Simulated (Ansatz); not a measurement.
Geometry optimisation, DFT LDA, scalar-relativistic, plane waves, PAW in Ansatz 0.2.0.

Input file:

```yaml
accuracy: low
crystal:
  lattice:
    - [6.62, 0.0, 0.0]
    - [-4.965, 8.599632, 0.0]
    - [0.0, 0.0, 5.27614]
  atoms:
    - { symbol: Sc, position: [0.0, 0.0, 0.0] }
    - { symbol: Sc, position: [0.1666667, 0.2222222, 0.5] }
    - { symbol: Sc, position: [0.0, 0.3333333, 0.0] }
    - { symbol: Sc, position: [0.1666667, 0.5555556, 0.5] }
    - { symbol: Sc, position: [0.0, 0.6666667, 0.0] }
    - { symbol: Sc, position: [0.1666667, 0.8888889, 0.5] }
    - { symbol: Sc, position: [0.5, 0.0, 0.0] }
    - { symbol: Sc, position: [0.6666667, 0.2222222, 0.5] }
    - { symbol: Sc, position: [0.5, 0.3333333, 0.0] }
    - { symbol: Sc, position: [0.6666667, 0.5555556, 0.5] }
    - { symbol: Sc, position: [0.5, 0.6666667, 0.0] }
    - { symbol: Sc, position: [0.6666667, 0.8888889, 0.5] }
    - { symbol: F, position: [0.344751, 0.784352, 0.7427998] }
basis:
  ecutwfc: 420.0
kpoints:
  mp_grid: { grid: [2, 1, 2] }
hamiltonian:
  xc: lda
scf:
  occupations: { method: fermi_dirac, width: 0.1 }
  lower_state_search: "off"
relax:
  f_tol: 0.08
  max_steps: 25
  adjacent_minimum: "off"
```

Launched with:

```bash
$ ansatz run input.yaml --threads 1 --pin off --max-ram 3072MiB --backend cpu --events-out ev --progress --plain --runs-dir out
```

Where does it end, and by what steps?

The forces met the threshold. The threshold is loose, so the end isn't yet a minimum. Limits of this set-up: coarse k mesh, odd electron count without spin, low accuracy level. After 2 steps the energy has fallen by 0.024 eV; Sc4 moved furthest, 0.05 Å.

```json
{"step": "0", "energy less start (eV)": "0.0000", "largest force component (eV/Å)": "0.200", "accepted": "yes"}
{"step": "1", "energy less start (eV)": "-0.0095", "largest force component (eV/Å)": "0.212", "accepted": "yes"}
{"step": "2", "energy less start (eV)": "-0.0243", "largest force component (eV/Å)": "0.079", "accepted": "yes"}
```

```xyz
13
Lattice="6.6200 0.0000 0.0000 -4.9650 8.5996 0.0000 0.0000 0.0000 5.2761" Properties=species:S:1:pos:R:3
Sc -0.009 0.011 0.001
Sc 0.008 1.899 2.624
Sc -1.671 2.863 -0.001
Sc -1.621 4.741 2.632
Sc -3.348 5.745 -0.010
Sc -3.306 7.657 2.636
Sc 3.280 0.034 0.008
Sc 3.330 1.925 2.626
Sc 1.646 2.888 0.007
Sc 1.680 4.778 2.633
Sc -0.004 5.718 0.006
Sc 0.029 7.626 2.648
F -1.625 6.725 3.937
```

Whether the end is a true minimum wasn't checked by a vibrational analysis.

Time of the run: 12 s on 1 thread of Arm Neoverse V2 (shared host), peak memory 0.49 GiB.
